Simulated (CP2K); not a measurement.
Crystal: NiMoIrPdW.

```xyz
5
Lattice="2.7662 0.0000 0.0000 -1.3831 2.3956 0.0000 0.0000 0.0000 11.0229" Properties=species:S:1:pos:R:3 pbc="T T T"
Ni    0.0000    1.5971    6.5820
Mo    0.0000    0.0000    4.5276
Pd    1.3831    0.7985    8.7654
Ir    1.3831    0.7985    2.2002
W     0.0000    1.5971   10.9936
```

The cell was built by a generator and needn't be a form met in nature.

Base run:

```yaml
Program: CP2K 2026.2
Functional: PBEsol
Potentials_or_basis: GTH_POTENTIALS Ni GTH-PBE-q18, Pd GTH-PBE-q18, Ir GTH-PBE-q17, W GTH-PBE-q14; POTENTIAL_UZH Mo GTH-PBE-q14; TZVP-MOLOPT-SR-GTH, TZVP-MOLOPT-PBE-GTH basis
Density_cutoff: 13606 eV
k_mesh: 11 × 11 × 3
Occupations: fermi-dirac, width 0.05 eV
Spin: collinear spin, ferromagnetic start
Starting_moments: "[1.0, 1.0, 0.0, 0.6, 0.0] μB"
```

Its results: pressure -8.7 GPa; largest force 0.234 eV/Å.

Q: The run is repeated on the same cell with these changes: functional from PBEsol to LDA. What comes out?

A: Pressure -13.4 GPa; largest force 0.180 eV/Å.

LDA binds more tightly than PBEsol, so the same cell stands under less pressure.

Caveats: the potentials were made for another functional, which shifts forces and pressure; the basis of atomic orbitals isn't converged, which shifts pressures, moduli and gaps; the total moment is fixed, so each spin has its own Fermi level.
